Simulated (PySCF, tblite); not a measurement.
**C4H6BF2Si radical: geometry, infrared bands and EPR parameters**

What infrared bands and EPR parameters should C4H6BF2Si radical (`FB(F)C1=C[CH]C[SiH2]1`) show?

Programs: tblite 0.8.0 and PySCF 2.14.0, with density-fitted response routines of our own. Each step states its level of theory. These are calculated values for one molecule in the gas phase, unless marked as measured. Atoms count from 0, in the outputs and in this text.

## 1. The starting structure

14 atoms, charge 0, multiplicity 2; geometry from: force field or distance geometry start.

Bonds of the start (Å): F0–B1 1.47, B1–F2 1.46, B1–C3 1.57, C3–C4 1.33, C4–C5 1.45, C5–C6 1.49, C6–Si7 1.91, Si7–C3 1.87, C4–H8 1.12, C5–H9 1.12, C6–H10 1.10, C6–H11 1.11, Si7–H12 1.44, Si7–H13 1.45.

## 2. Geometry optimisation with GFN2-xTB

The job: settings as JSON, then the geometry in Å.

```
{"job": {"kind": "relax", "xc": "GFN2-xTB", "basis": "xTB"}, "charge": 0, "multiplicity": 2}
F      2.864600    -0.131600     1.475700
B      2.374500    -0.611100     0.179500
F      3.228200    -0.261700    -0.951000
C      0.839500    -0.381800    -0.071900
C     -0.106300    -1.305300    -0.196700
C     -1.452500    -0.824600    -0.432800
C     -1.727000     0.520100     0.138200
Si    -0.011700     1.278600    -0.200400
H      0.162600    -2.388300    -0.144200
H     -2.158300    -1.540000     0.072600
H     -1.979700     0.552900     1.209000
H     -2.487200     1.103400    -0.421700
H      0.389200     2.167900     0.864000
H      0.063500     1.821100    -1.542600
```

The run is started by

```
> OMP_NUM_THREADS=1 python probes_run.py task.json out
```

The driver reads the jobs from task.json and runs them one after another.

**Question.** This job is followed by: GFN2-xTB harmonic vibrations, gas phase; UKS B3LYP, pcH-1 on B C F H Si, non-relativistic, mean-field spin-orbit, GIAO. Predict these results of the whole session: strongest single infrared mode (GFN2-xTB); zero-point energy (GFN2-xTB); g(iso) (B3LYP); ⟨S²⟩; largest a(iso) (averaged by class); surface potential, 1st and 99th percentile.

As calculated:

| quantity | value |
| --- | --- |
| strongest single infrared mode (GFN2-xTB) | 2239 cm⁻¹, 417 km/mol |
| zero-point energy (GFN2-xTB) | 55.9 kcal/mol |
| g(iso) (B3LYP) | 2.00282 |
| ⟨S²⟩ | 0.768 (exact 0.75) |
| largest a(iso) (averaged by class) | 1H on H10, H11, 55.7 MHz |
| surface potential, 1st and 99th percentile | -1.03 V and 1.23 V |

What this shows: Over 117 steps the energy fell by 2.266 eV; of the close pairs, F0–B1 changed most, 1.466 to 1.333 Å. No mode is imaginary among the 36: a minimum at this level. The strongest single mode, at 2239 cm⁻¹, moves mainly H12. Unscaled tight-binding wavenumbers are off by several per cent, some by more. Its intensities can rank the bands wrongly. The largest spin populations lie on C3 (0.58 e), C5 (0.56 e). The isotropic g lies 0.5 ppt above the free-electron value.
